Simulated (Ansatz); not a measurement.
# CuSnF6: the cost of one run

Computed with Ansatz 0.2.0 (DFT PBEsol+U (U_eff = 4 eV on Cu d), plane waves, PAW, unless a step's input says otherwise).

**1. The structure to begin with**

It takes space group P-1 (No. 2, triclinic). Conventional cell: a = 5.105 Å, b = 5.169 Å, c = 5.435 Å, α = 62.46°, β = 89.83°, γ = 61.62°. Cu (site symmetry -1) has 6 F at 1.94 to 2.17 Å as nearest neighbours. Sn (site symmetry -1) is surrounded by 6 F at 1.93 to 1.98 Å. Around F (site symmetry 1) lie 1 Cu at 1.95 Å and 1 Sn at 1.97 Å. Around F (site symmetry 1) lie 1 Sn at 1.93 Å and 1 Cu at 2.17 Å. F (site symmetry 1) is surrounded by 1 Cu at 1.94 Å and 1 Sn at 1.98 Å.

Cell or atoms stand a little off a more symmetric structure (R-3 at a tolerance of 0.3 Å), so results at this geometry aren't those of that ideal crystal.

Structure file:

```xyz
8
Lattice="5.1050 0.0000 0.0000 2.4568 4.5482 0.0000 0.0160 2.8471 4.6294" Properties=species:S:1:pos:R:3 pbc="T T T"
Cu    0.0000    0.0000    0.0000
Sn    2.5605    1.4235    2.3147
F     1.5751    2.6891    3.4628
F     6.0027    4.7063    1.1666
F     4.4255    4.5043    3.4119
F     3.1523    2.8910    1.2175
F     0.9630    1.2303    1.1574
F     6.6148    6.1650    3.4721
```

An earlier series on this cell reached its lowest free state from «ferromagnetic start, free, natural orbitals of the symmetric run filled by rank», perhaps among other starts.

**2. Total moment locked, 1.10 μB per cell**

The input, input.yaml:

```yaml
crystal:
  lattice:
    - [5.10500033, 0.0, 0.0]
    - [2.45680522, 4.54821919, 0.0]
    - [0.01600588, 2.84709021, 4.62943588]
  atoms:
    - { symbol: Cu, position: [0.0, 0.0, 0.0], spin: 1.1 }
    - { symbol: Sn, position: [0.5, 0.0, 0.5] }
    - { symbol: F, position: [0.247, 0.123, 0.748] }
    - { symbol: F, position: [0.753, 0.877, 0.252] }
    - { symbol: F, position: [0.61, 0.529, 0.737] }
    - { symbol: F, position: [0.39, 0.471, 0.263] }
    - { symbol: F, position: [0.133, 0.114, 0.25] }
    - { symbol: F, position: [0.867, 0.886, 0.75] }
basis:
  ecutwfc: 420
  ecutrho_ratio: 4
kpoints:
  mp_grid: { grid: [5, 5, 4] }
hamiltonian:
  xc: pbesol
  hubbard:
    sites:
      - { site: 0, l: d, u_eff: 4.0, starting_ns: [{ spin: up, occupation_matrix: s0up }, { spin: down, occupation_matrix: s0down }] }
    occupation_matrices:
      s0up:
        matrix:
          - [0.97, 0.0, 0.0, 0.0, 0.0]
          - [0.0, 0.97, 0.0, 0.0, 0.0]
          - [0.0, 0.0, 0.97, 0.0, 0.0]
          - [0.0, 0.0, 0.0, 0.97, 0.0]
          - [0.0, 0.0, 0.0, 0.0, 0.97]
      s0down:
        matrix:
          - [0.97, -0.00074, -0.0003, -0.00033, 0.00039]
          - [-0.00074, 0.38882, -0.23485, -0.25492, 0.30694]
          - [-0.0003, -0.23485, 0.8751, -0.10301, 0.12403]
          - [-0.00033, -0.25492, -0.10301, 0.85819, 0.13463]
          - [0.00039, 0.30694, 0.12403, 0.13463, 0.80789]
    ns_hold: { iters: 8 }
scf:
  occupations: { method: gaussian, width: 0.05 }
  lower_state_search: "off"
  max_iter: 150
output:
  forces: true
  stress: true
  eigenvalues: true
  populations: true
  hubbard: { sites: [{ site: 0, l: d }] }
magnetization:
  spin_polarized: true
  initial_magnetization: 1.1
  spin_locking: { lock_magnetization: hard }
```

The typed matrices put 0.97 on the chosen orbitals and 0.02 on the others, and are held for 8 cycles. The lock stays on to the end, so the result is a constrained state.

The run is started by

```sh
> ansatz run input.yaml --threads 4 --pin off --max-ram 6144MiB --backend cpu --events-out ev --progress --plain --runs-dir out
```

**Question.** How long does this run take on 4 threads of Intel Xeon at 2.70GHz, shared host, and how much memory does it need?

About 17 s, with a peak of 0.86 GiB.
